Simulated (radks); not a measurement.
**Valence configurations of Ru**

NIST gives [Kr] 4d7 5s1 as the ground configuration of Ru. Does this level of theory agree? Several fillings of the valence shells are run.

The numbers are computed with radks (a radial shooting solver on a logarithmic mesh, Libxc functionals) version 1 (Dirac Kohn-Sham, LDA (Slater exchange, Perdew-Wang correlation), spin-unpolarised, spherical densities, point nucleus; open shells fill j = l - 1/2 first), except any that are marked as measured or tabulated.

## Step 1: The system

```
element       : ruthenium (Z = 44)
charge        : 0
electrons     : 44
configuration : [Kr] 4d7 5s1
others tried  : 4d8; 4d7 5s0.5 5p0.5; 4d7 5p1; 4d6 5s2; 4d6 5s1 5p1; 4d6 5p2; 4d6.5 5s1 5p0.5; 4d6.5 5s1.5; 4d5.5 5s1.5 5p1
```

In the logs a row gives level, spin channel, occupation and eigenvalue; Etot, Ekin, Encl (electron-nucleus), Eh (Hartree) and Exc are energies, all in hartree; err is the last residual, it the number of iterations.

## Step 2: [Kr] 4d7 5s1

Input:

```text
Z 44
configuration [Kr] 4d7 5s1
relativity Dirac
functional lda,pw
spin unpolarised
j_filling energy
nucleus point
c 137.035999084
```

Standard output:

```text
1s1/2   1   2.0000        -804.69890207
2s1/2   1   2.0000        -115.69950415
2p1/2   1   2.0000        -106.97812430
2p3/2   1   4.0000        -102.17454090
3s1/2   1   2.0000         -20.35306048
3p1/2   1   2.0000         -16.96677669
3p3/2   1   4.0000         -16.15126285
3d3/2   1   4.0000         -10.13358498
3d5/2   1   6.0000          -9.97453279
4s1/2   1   2.0000          -2.80483475
4p1/2   1   2.0000          -1.79317839
4p3/2   1   4.0000          -1.66696858
4d3/2   1   4.0000          -0.20403445
4d5/2   1   3.0000          -0.19214904
5s1/2   1   1.0000          -0.16539646
Etot -4527.078623786852
Ekin 4709.708329913054
Encl -10956.310963218864
Eh 1848.6338719780665
Exc -129.10986245910888
err 8.748210159093818e-09
it 14
```

5s1/2 is the highest filled level (-4.501 eV).

Radial moments (bohr):

| level | occupation | energy (eV) | <r> | outermost maximum (interpolated) | 90 % within | nodes |
| --- | --- | --- | --- | --- | --- | --- |
| 3d3/2 | 4 | -275.75 | 0.3824 | 0.299 | 0.609 | 0 |
| 3d5/2 | 6 | -271.42 | 0.3859 | 0.302 | 0.614 | 0 |
| 4s1/2 | 2 | -76.323 | 1.018 | 0.913 | 1.48 | 3 |
| 4p1/2 | 2 | -48.795 | 1.106 | 0.964 | 1.64 | 2 |
| 4p3/2 | 4 | -45.361 | 1.138 | 0.989 | 1.69 | 2 |
| 4d3/2 | 4 | -5.552 | 1.692 | 1.21 | 2.79 | 1 |
| 4d5/2 | 3 | -5.229 | 1.721 | 1.22 | 2.85 | 1 |
| 5s1/2 | 1 | -4.501 | 3.341 | 2.72 | 5.06 | 4 |

The radial density on a logarithmic grid:

| r (bohr) | 4πr²ρ (e/bohr) |
| --- | --- |
| 0.00114 | 1.255 |
| 0.00178 | 2.731 |
| 0.00274 | 5.688 |
| 0.00425 | 11.46 |
| 0.00660 | 21.45 |
| 0.0102 | 35.59 |
| 0.0158 | 50.41 |
| 0.0245 | 56.33 |
| 0.0378 | 50.21 |
| 0.0586 | 50.97 |
| 0.0910 | 67.84 |
| 0.140 | 59.94 |
| 0.218 | 45.20 |
| 0.338 | 53.76 |
| 0.521 | 25.78 |
| 0.809 | 13.63 |
| 1.26 | 11.27 |
| 1.93 | 3.883 |
| 3.00 | 1.089 |
| 4.66 | 0.2159 |
| 7.18 | 0.01531 |

## Step 3: [Kr] 4d8

Changes since step 2:

```diff
@@ -1,3 +1,3 @@
 Z 44
-configuration [Kr] 4d7 5s1
+configuration [Kr] 4d8
 relativity Dirac
```

Standard output:

```text
1s1/2   1   2.0000        -804.60042823
2s1/2   1   2.0000        -115.59470714
2p1/2   1   2.0000        -106.87395404
2p3/2   1   4.0000        -102.07021440
3s1/2   1   2.0000         -20.24907693
3p1/2   1   2.0000         -16.86277192
3p3/2   1   4.0000         -16.04727010
3d3/2   1   4.0000         -10.02912737
3d5/2   1   6.0000          -9.87008583
4s1/2   1   2.0000          -2.70569614
4p1/2   1   2.0000          -1.69705617
4p3/2   1   4.0000          -1.57190681
4d3/2   1   4.0000          -0.13008678
4d5/2   1   4.0000          -0.11922389
Etot -4527.083100449031
Ekin 4709.650335747827
Encl -10960.40836647565
Eh 1852.9218203965481
Exc -129.2468901177554
err 3.847253889772822e-09
it 15
```

E − E(step 2, [Kr] 4d7 5s1) = -0.122 eV. The top filled level is 4d5/2, -3.244 eV.

## Step 4: [Kr] 4d7 5s0.5 5p0.5

Changes since step 3:

```diff
@@ -1,3 +1,3 @@
 Z 44
-configuration [Kr] 4d8
+configuration [Kr] 4d7 5s0.5 5p0.5
 relativity Dirac
```

Standard output:

```text
1s1/2   1   2.0000        -804.72729969
2s1/2   1   2.0000        -115.72696186
2p1/2   1   2.0000        -107.00562643
2p3/2   1   4.0000        -102.20202618
3s1/2   1   2.0000         -20.38094458
3p1/2   1   2.0000         -16.99464590
3p3/2   1   4.0000         -16.17914104
3d3/2   1   4.0000         -10.16136740
3d5/2   1   6.0000         -10.00231976
4s1/2   1   2.0000          -2.83352569
4p1/2   1   2.0000          -1.82203944
4p3/2   1   4.0000          -1.69588672
4d3/2   1   4.0000          -0.23178512
4d5/2   1   3.0000          -0.21979918
5s1/2   1   0.5000          -0.18530303
5p1/2   1   0.5000          -0.05752877
5p3/2   1   0.0000          -0.05294591
Etot -4527.0156686009805
Ekin 4709.637383856891
Encl -10954.975576619832
Eh 1847.4041217869644
Exc -129.0815976250029
err 1.3771549810809534e-09
it 14
```

Energy against step 2 ([Kr] 4d7 5s1): +1.713 eV. 5p1/2 is the highest filled level (-1.565 eV).

## Step 5: [Kr] 4d7 5p1

Changes since step 4:

```diff
@@ -1,3 +1,3 @@
 Z 44
-configuration [Kr] 4d7 5s0.5 5p0.5
+configuration [Kr] 4d7 5p1
 relativity Dirac
```

Standard output:

```text
1s1/2   1   2.0000        -804.75319024
2s1/2   1   2.0000        -115.75196357
2p1/2   1   2.0000        -107.03066284
2p3/2   1   4.0000        -102.22704751
3s1/2   1   2.0000         -20.40637208
3p1/2   1   2.0000         -17.02005775
3p3/2   1   4.0000         -16.20456153
3d3/2   1   4.0000         -10.18669574
3d5/2   1   6.0000         -10.02765251
4s1/2   1   2.0000          -2.85969516
4p1/2   1   2.0000          -1.84834899
4p3/2   1   4.0000          -1.72224299
4d3/2   1   4.0000          -0.25689758
4d5/2   1   3.0000          -0.24481414
5p1/2   1   1.0000          -0.07062506
5p3/2   1   0.0000          -0.06562231
Etot -4526.950722933392
Ekin 4709.563917148678
Encl -10953.7455138197
Eh 1846.2881093334631
Exc -129.05723559583356
err 1.0610574407910223e-09
it 14
```

E − E(step 2, [Kr] 4d7 5s1) = +3.480 eV. The top filled level is 5p1/2, -1.922 eV.

## Step 6: [Kr] 4d6 5s2

Changes since step 5:

```diff
@@ -1,3 +1,3 @@
 Z 44
-configuration [Kr] 4d7 5p1
+configuration [Kr] 4d6 5s2
 relativity Dirac
```

Standard output:

```text
1s1/2   1   2.0000        -804.82117305
2s1/2   1   2.0000        -115.83017471
2p1/2   1   2.0000        -107.10800541
2p3/2   1   4.0000        -102.30462108
3s1/2   1   2.0000         -20.48150895
3p1/2   1   2.0000         -17.09527988
3p3/2   1   4.0000         -16.27970424
3d3/2   1   4.0000         -10.26277220
3d5/2   1   6.0000         -10.10369004
4s1/2   1   2.0000          -2.92382940
4p1/2   1   2.0000          -1.90802285
4p3/2   1   4.0000          -1.78034793
4d3/2   1   4.0000          -0.29306887
4d5/2   1   2.0000          -0.28009363
5s1/2   1   2.0000          -0.19882166
Etot -4527.0255528993885
Ekin 4709.735307375652
Encl -10951.246066981299
Eh 1843.4296131758556
Exc -128.9444064695972
err 1.4392108418896005e-09
it 14
```

E − E(step 2, [Kr] 4d7 5s1) = +1.444 eV. 5s1/2 is the highest filled level (-5.410 eV).

## Step 7: [Kr] 4d6 5s1 5p1

Changes since step 6:

```diff
@@ -1,3 +1,3 @@
 Z 44
-configuration [Kr] 4d6 5s2
+configuration [Kr] 4d6 5s1 5p1
 relativity Dirac
```

Standard output:

```text
1s1/2   1   2.0000        -804.87422047
2s1/2   1   2.0000        -115.88190770
2p1/2   1   2.0000        -107.15975649
2p3/2   1   4.0000        -102.35635353
3s1/2   1   2.0000         -20.53390347
3p1/2   1   2.0000         -17.14764583
3p3/2   1   4.0000         -16.33208036
3d3/2   1   4.0000         -10.31501393
3d5/2   1   6.0000         -10.15593774
4s1/2   1   2.0000          -2.97690831
4p1/2   1   2.0000          -1.96113297
4p3/2   1   4.0000          -1.83346648
4d3/2   1   4.0000          -0.34334711
4d5/2   1   2.0000          -0.33019449
5s1/2   1   1.0000          -0.23273674
5p1/2   1   1.0000          -0.08514013
5p3/2   1   0.0000          -0.07868952
Etot -4526.881789261981
Ekin 4709.577038637423
Encl -10948.731199256366
Eh 1841.1609020195701
Exc -128.88853066260788
err 8.098141309996242e-10
it 14
```

E − E(step 2, [Kr] 4d7 5s1) = +5.356 eV. Highest occupied level: 5p1/2 at -2.317 eV.

## Step 8: [Kr] 4d6 5p2

Changes since step 7:

```diff
@@ -1,3 +1,3 @@
 Z 44
-configuration [Kr] 4d6 5s1 5p1
+configuration [Kr] 4d6 5p2
 relativity Dirac
```

Standard output:

```text
1s1/2   1   2.0000        -804.92102091
2s1/2   1   2.0000        -115.92754904
2p1/2   1   2.0000        -107.20538195
2p3/2   1   4.0000        -102.40196632
3s1/2   1   2.0000         -20.58023207
3p1/2   1   2.0000         -17.19394235
3p3/2   1   4.0000         -16.37838668
3d3/2   1   4.0000         -10.36119418
3d5/2   1   6.0000         -10.20212382
4s1/2   1   2.0000          -3.02377440
4p1/2   1   2.0000          -2.00795920
4p3/2   1   4.0000          -1.88027718
4d3/2   1   4.0000          -0.38720000
4d5/2   1   2.0000          -0.37387800
5p1/2   1   2.0000          -0.10591143
5p3/2   1   0.0000          -0.09863346
Etot -4526.7304455028025
Ekin 4709.409596560907
Encl -10946.470630124031
Eh 1839.173206583327
Exc -128.84261852300534
err 3.395665748809474e-10
it 14
```

E − E(step 2, [Kr] 4d7 5s1) = +9.474 eV. Highest occupied level: 5p1/2 at -2.882 eV.

## Step 9: [Kr] 4d6.5 5s1 5p0.5

Changes since step 8:

```diff
@@ -1,3 +1,3 @@
 Z 44
-configuration [Kr] 4d6 5p2
+configuration [Kr] 4d6.5 5s1 5p0.5
 relativity Dirac
```

Standard output:

```text
1s1/2   1   2.0000        -804.78517761
2s1/2   1   2.0000        -115.78889970
2p1/2   1   2.0000        -107.06717417
2p3/2   1   4.0000        -102.26367145
3s1/2   1   2.0000         -20.44193140
3p1/2   1   2.0000         -17.05565563
3p3/2   1   4.0000         -16.24012548
3d3/2   1   4.0000         -10.22269898
3d5/2   1   6.0000         -10.06363845
4s1/2   1   2.0000          -2.89022017
4p1/2   1   2.0000          -1.87672633
4p3/2   1   4.0000          -1.74986673
4d3/2   1   4.0000          -0.27379017
4d5/2   1   2.5000          -0.26127129
5s1/2   1   1.0000          -0.20067354
5p1/2   1   0.5000          -0.06502073
5p3/2   1   0.0000          -0.05973182
Etot -4526.99201338101
Ekin 4709.651944595613
Encl -10952.574888657226
Eh 1844.932215648129
Exc -129.0012849675254
err 2.4125273585087153e-09
it 14
```

Energy against step 2 ([Kr] 4d7 5s1): +2.357 eV. The top filled level is 5p1/2, -1.769 eV.

## Step 10: [Kr] 4d6.5 5s1.5

Changes since step 9:

```diff
@@ -1,3 +1,3 @@
 Z 44
-configuration [Kr] 4d6.5 5s1 5p0.5
+configuration [Kr] 4d6.5 5s1.5
 relativity Dirac
```

Standard output:

```text
1s1/2   1   2.0000        -804.75723993
2s1/2   1   2.0000        -115.76176392
2p1/2   1   2.0000        -107.04001013
2p3/2   1   4.0000        -102.23652071
3s1/2   1   2.0000         -20.41441855
3p1/2   1   2.0000         -17.02815714
3p3/2   1   4.0000         -16.21261989
3d3/2   1   4.0000         -10.19527504
3d5/2   1   6.0000         -10.03621074
4s1/2   1   2.0000          -2.86212648
4p1/2   1   2.0000          -1.84854031
4p3/2   1   4.0000          -1.72165026
4d3/2   1   4.0000          -0.24688546
4d5/2   1   2.5000          -0.23446165
5s1/2   1   1.5000          -0.18186166
Etot -4527.0589081913695
Ekin 4709.726292786814
Encl -10953.890648196404
Eh 1846.1357672137478
Exc -129.03031999552707
err 6.0136104166378455e-09
it 13
```

Energy against step 2 ([Kr] 4d7 5s1): +0.536 eV. Highest occupied level: 5s1/2 at -4.949 eV.

## Step 11: [Kr] 4d5.5 5s1.5 5p1

Changes since step 10:

```diff
@@ -1,3 +1,3 @@
 Z 44
-configuration [Kr] 4d6.5 5s1.5
+configuration [Kr] 4d5.5 5s1.5 5p1
 relativity Dirac
```

Standard output:

```text
1s1/2   1   2.0000        -804.94255018
2s1/2   1   2.0000        -115.95550660
2p1/2   1   2.0000        -107.23287207
2p3/2   1   4.0000        -102.42959102
3s1/2   1   2.0000         -20.60561570
3p1/2   1   2.0000         -17.21940254
3p3/2   1   4.0000         -16.40377773
3d3/2   1   4.0000         -10.38723525
3d5/2   1   6.0000         -10.22813321
4s1/2   1   2.0000          -3.04137943
4p1/2   1   2.0000          -2.02299004
4p3/2   1   4.0000          -1.89439743
4d3/2   1   4.0000          -0.39112605
4d5/2   1   1.5000          -0.37742126
5s1/2   1   1.5000          -0.24856024
5p1/2   1   1.0000          -0.09298512
5p3/2   1   0.0000          -0.08575348
Etot -4526.825306707257
Ekin 4709.568484928188
Encl -10945.912401502848
Eh 1838.3149806811716
Exc -128.79637081376876
err 1.0590939601822134e-09
it 14
```

Energy against step 2 ([Kr] 4d7 5s1): +6.893 eV. 5p1/2 is the highest filled level (-2.530 eV).

## Step 12: All runs together

| valence | E − E(NIST configuration) (eV) | highest level | its energy (eV) | 1s shift (eV) |
| --- | --- | --- | --- | --- |
| 4d8 | -0.122 | 4d5/2 | -3.244 | +2.68 |
| 4d7 5s1 | 0.000 | 5s1/2 | -4.501 | +0.00 |
| 4d6.5 5s1.5 | 0.536 | 5s1/2 | -4.949 | -1.59 |
| 4d6 5s2 | 1.444 | 5s1/2 | -5.410 | -3.33 |
| 4d7 5s0.5 5p0.5 | 1.713 | 5p1/2 | -1.565 | -0.77 |
| 4d6.5 5s1 5p0.5 | 2.357 | 5p1/2 | -1.769 | -2.35 |
| 4d7 5p1 | 3.480 | 5p1/2 | -1.922 | -1.48 |
| 4d6 5s1 5p1 | 5.356 | 5p1/2 | -2.317 | -4.77 |
| 4d5.5 5s1.5 5p1 | 6.893 | 5p1/2 | -2.530 | -6.63 |
| 4d6 5p2 | 9.474 | 5p1/2 | -2.882 | -6.04 |

In words: This level puts 4d8 lowest, 0.122 eV under the NIST configuration. The energies are those of spherical spin-averaged densities, not of single terms. The 1s eigenvalue shifts by up to 6.63 eV as the valence charge is rearranged.
